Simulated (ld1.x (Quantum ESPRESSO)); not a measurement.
# Cobalt: generating and testing a PAW potential, part 1 of 2

Aim: build the potential from the settings below, then test how well it stands in for the atom: other configurations, scattering, ghost states and the plane-wave cutoff that it needs.

Method: ld1.x (Quantum ESPRESSO) 7.5, PBE, scalar-relativistic.

### 1 The design

The settings as typed:

| Item | Value |
| --- | --- |
| element | cobalt (Co, Z = 27) |
| type | PAW |
| frozen core | [Ne] |
| valence charge | 17 |
| reference configuration | 3s2 3p6 3d7 4s2 4p0 |
| partial waves | 3s (bound): rcut 1.05, rcutus 1.15 bohr; 4s (bound): rcut 1.05, rcutus 1.15 bohr; 3p (bound): rcut 1.15, rcutus 1.55 bohr; 4p (bound, empty): rcut 1.15, rcutus 1.55 bohr; 3d (bound): rcut 1.08, rcutus 1.14 bohr; 3d channel at 0.6 Ry: rcut 1.08, rcutus 1.14 bohr |
| local potential | all-electron potential smoothed inside 1.50 bohr (lloc = -1) |
| core correction | not asked for |
| augmentation charge | PSQ, inside the norm-conserving radii |

An earlier all-electron run gives the scale for the radii.

All-electron outer shells of the reference configuration (PBE, scalar-relativistic, ld1.x):

```
shell  level (eV)  outermost node (bohr)  outermost maximum (bohr)
   2s     -899.00                   0.08                      0.21
   2p     -769.94                      –                      0.17
   3s     -102.40                   0.31                      0.66
   3p      -65.64                   0.28                      0.68
   3d       -8.20                      –                      0.66
   4s       -5.47                   0.96                      2.32
   4p       -1.28                   1.05                      3.25
```

### 2 Generation

Contents of Co.in:

```
 &input
   title='Co', zed=27., rel=1, dft='PBE', iswitch=3,
   config='[Ar] 3d7 4s2 4p0',
   nld=3, rlderiv=1.70, eminld=-10.0, emaxld=5.0, deld=0.04
 /
 &inputp
   pseudotype=3, lpaw=.true., tm=.true., lloc=-1, rcloc=1.50,
   nlcc=.false.,
   which_augfun='PSQ', rmatch_augfun_nc=.true.,
   file_pseudopw='Co.UPF', file_wfcaegen='ae.wfc', file_wfcncgen='nc.wfc', file_beta='beta', file_chi='chi', file_wfcusgen='us.wfc'
 /
6
3S  1  0   2.00   0.00  1.05  1.15  0.0
4S  2  0   2.00   0.00  1.05  1.15  0.0
3P  2  1   6.00   0.00  1.15  1.55  0.0
4P  3  1   0.00   0.00  1.15  1.55  0.0
3D  3  2   7.00   0.00  1.08  1.14  0.0
3D  3  2   0.00   0.60  1.08  1.14  0.0
 &test
   configts(1)='3s2 3p6 3d7 4s2 4p0'
 /
```

Launch:

```console
$ ld1.x < Co.in > Co.out
```

What the program wrote to Co.out (without the banner and most projector matrices):

```text
     Program LD1 v.7.5
     --------------------------- All-electron run ----------------------------

     Co
     scalar relativistic calculation

     atomic number is 27.00
     dft =PBE   lsd =0 sic =0 latt =0  beta=0.20 tr2=1.0E-14
     Exchange-correlation= PBE
                           (   1   4   3   4   0   0   0)
     mesh =1193 r(mesh) =  99.89935 a.u. xmin = -7.00 dx = 0.01250
     1 Ry =  13.60569312 eV, c = 137.03599908

     n l     nl                  e(Ry)          e(Ha)          e(eV)
     1 0     1S 1( 2.00)      -558.0826      -279.0413     -7593.1006
     2 0     2S 1( 2.00)       -66.0755       -33.0378      -899.0036
     2 1     2P 1( 6.00)       -56.5897       -28.2948      -769.9416
     3 0     3S 1( 2.00)        -7.5266        -3.7633      -102.4044
     3 1     3P 1( 6.00)        -4.8242        -2.4121       -65.6364
     3 2     3D 1( 7.00)        -0.6030        -0.3015        -8.2040
     4 0     4S 1( 2.00)        -0.4020        -0.2010        -5.4697
     4 1     4P 1( 0.00)        -0.0938        -0.0469        -1.2766

     final scf error:  8.6E-15 reached in  32 iterations

     Etot =   -2786.294851 Ry,   -1393.147426 Ha,  -37909.472698 eV

     Ekin =    2822.267919 Ry,    1411.133959 Ha,   38398.911213 eV
     Encl =   -6674.713191 Ry,   -3337.356595 Ha,  -90814.099355 eV
     Eh   =    1184.776043 Ry,     592.388022 Ha,   16119.699266 eV
     Exc  =    -118.625623 Ry,     -59.312811 Ha,   -1613.983821 eV

     normalization and overlap integrals

     s(1S/1S) =  1.000000  <r> =   0.0562  <r2> =    0.0042  r(max) =   0.0366
     s(2S/2S) =  1.000000  <r> =   0.2555  <r2> =    0.0770  r(max) =   0.2131
     s(2P/2P) =  1.000000  <r> =   0.2250  <r2> =    0.0622  r(max) =   0.1723
     s(3S/3S) =  1.000000  <r> =   0.7736  <r2> =    0.6913  r(max) =   0.6648
     s(3P/3P) =  1.000000  <r> =   0.8160  <r2> =    0.7864  r(max) =   0.6816
     s(3D/3D) =  1.000000  <r> =   1.0711  <r2> =    1.5569  r(max) =   0.6648
     s(4S/4S) =  1.000000  <r> =   2.8937  <r2> =    9.7888  r(max) =   2.3202
     s(4P/4P) =  1.000000  <r> =   4.4224  <r2> =   23.7598  r(max) =   3.2517

     ------------------------ End of All-electron run ------------------------

     --------------------- Generating PAW atomic setup --------------------

      Generating local potential from pseudized AE potential:
      Matching radius rcloc =   1.5000

      Local pseudo, rcloc= 1.498 Estimated cut-off energy=    11.07 Ry

      Computing core charge for PAW:

       r > 0.37 : true rho core
       r < 0.37 : rho core = a sin(br)/r    a=  55.30  b=   7.11

      Integrated core pseudo-charge :   3.91
      Wfc-us  3S rcutus= 1.138  Estimated cut-off energy=    40.59 Ry
      Wfc-us  4S rcutus= 1.138  Estimated cut-off energy=    79.13 Ry
      Wfc-us  3P rcutus= 1.536  Estimated cut-off energy=    36.44 Ry
      Wfc-us  4P rcutus= 1.536  Estimated cut-off energy=    69.07 Ry
      Wfc-us  3D rcutus= 1.138  Estimated cut-off energy=    88.46 Ry
      Wfc-us  3D rcutus= 1.138  Estimated cut-off energy=    95.62 Ry

     Required augmentation: PSQ   radius:    1.550000

     Q pseudized with Bessel functions
     Expected ecutrho=     371.0053 due to l1=  2   l2=  2

     Estimated PAW energy = -376.116502 Ryd

     The PAW screened D coefficients
     1.01684     0.54675     0.00000     0.00000     0.00000     0.00000
     0.54675     0.10488     0.00000     0.00000     0.00000     0.00000
     0.00000     0.00000    -4.19541    -0.31582     0.00000     0.00000
     0.00000     0.00000    -0.31582    -0.59958     0.00000     0.00000
     0.00000     0.00000     0.00000     0.00000    -3.37357    -2.10371
     0.00000     0.00000     0.00000     0.00000    -2.10371    -1.30229

     The PAW descreened D coefficients (US)
    -3.69043    -1.20930     0.00000     0.00000     0.00000     0.00000
    -1.20930    -0.48001     0.00000     0.00000     0.00000     0.00000
     0.00000     0.00000     1.31483    -0.78425     0.00000     0.00000
     0.00000     0.00000    -0.78425    -2.16659     0.00000     0.00000
     0.00000     0.00000     0.00000     0.00000     0.04995     0.22799
     0.00000     0.00000     0.00000     0.00000     0.22799     0.29351

     ------------------- End of pseudopotential generation -------------------

     [... the all-electron block is printed once more ...]


     Computing logarithmic derivative in   1.70819
     Computing logarithmic derivative in   1.70819
     Computing the partial wave expansion
     R is outside the sphere for l=    0 j= 0.00
     R is outside the sphere for l=    0 j= 0.00
     R is outside the sphere for l=    1 j= 0.00
     R is outside the sphere for l=    1 j= 0.00
     R is outside the sphere for l=    2 j= 0.00
     R is outside the sphere for l=    2 j= 0.00

     ---------------------- Testing the pseudopotential ----------------------

     Co
     scalar relativistic calculation

     atomic number is 27.00   valence charge is 17.00
     dft = SLA  PW   PBX  PBC   lsd =0 sic =0 latt =0  beta=0.20 tr2=1.0E-14
     mesh =1193 r(mesh) =  99.89935 xmin = -7.00 dx = 0.01250

     n l     nl             e AE (Ry)        e PS (Ry)    De AE-PS (Ry)
     1 0     3S   1( 2.00)       -7.52658       -7.52653       -0.00005
     2 1     3P   1( 6.00)       -4.82419       -4.82414       -0.00004
     3 2     3D   1( 7.00)       -0.60298       -0.60295       -0.00003
     2 0     4S   1( 2.00)       -0.40202       -0.40201       -0.00001
     3 1     4P   1( 0.00)       -0.09383       -0.09383       -0.00000

     eps = 6.2E-16  iter =  6

     Etot =   -2786.294851 Ry,   -1393.147426 Ha,  -37909.472698 eV
     Etotps =  -376.116500 Ry,    -188.058250 Ha,   -5117.325675 eV

     Ekin =     327.567954 Ry,     163.783977 Ha,    4456.789063 eV
     Encl =    -836.230988 Ry,    -418.115494 Ha,  -11377.502197 eV
     Ehrt =     251.172289 Ry,     125.586144 Ha,    3417.373083 eV
     Ecxc =    -118.625755 Ry,     -59.312878 Ha,   -1613.985624 eV

     ---------------------- End of pseudopotential test ----------------------
```

Wall time 1.5 s (1 thread of Neoverse-V2, shared host). (Generation and the later configuration tests together.)

Partial waves on a coarse radial grid (AE all-electron, PS pseudo):

| r (bohr) | 4p AE | 4p PS |
| --- | --- | --- |
| 0.078 | -0.0753 | 0.0187 |
| 0.155 | -0.0955 | 0.0707 |
| 0.232 | -0.0438 | 0.1478 |
| 0.310 | 0.0319 | 0.2387 |
| 0.388 | 0.0988 | 0.3280 |
| 0.465 | 0.1437 | 0.4006 |
| 0.542 | 0.1659 | 0.4472 |
| 0.620 | 0.1679 | 0.4611 |
| 0.698 | 0.1541 | 0.4403 |
| 0.775 | 0.1293 | 0.3895 |
| 0.852 | 0.0972 | 0.3162 |
| 0.930 | 0.0604 | 0.2288 |
| 1.008 | 0.0212 | 0.1385 |
| 1.085 | -0.0181 | 0.0548 |
| 1.162 | -0.0570 | -0.0180 |
| 1.240 | -0.0952 | -0.0786 |
| 1.318 | -0.1319 | -0.1268 |
| 1.395 | -0.1662 | -0.1654 |
| 1.472 | -0.1985 | -0.1985 |
| 1.550 | -0.2291 | -0.2291 |
| 1.628 | -0.2575 | -0.2575 |
| 1.705 | -0.2836 | -0.2836 |
| 1.782 | -0.3076 | -0.3076 |
| 1.860 | -0.3300 | -0.3300 |
| 1.938 | -0.3505 | -0.3505 |
| 2.015 | -0.3690 | -0.3690 |

(Continued in part 2 of 2.)
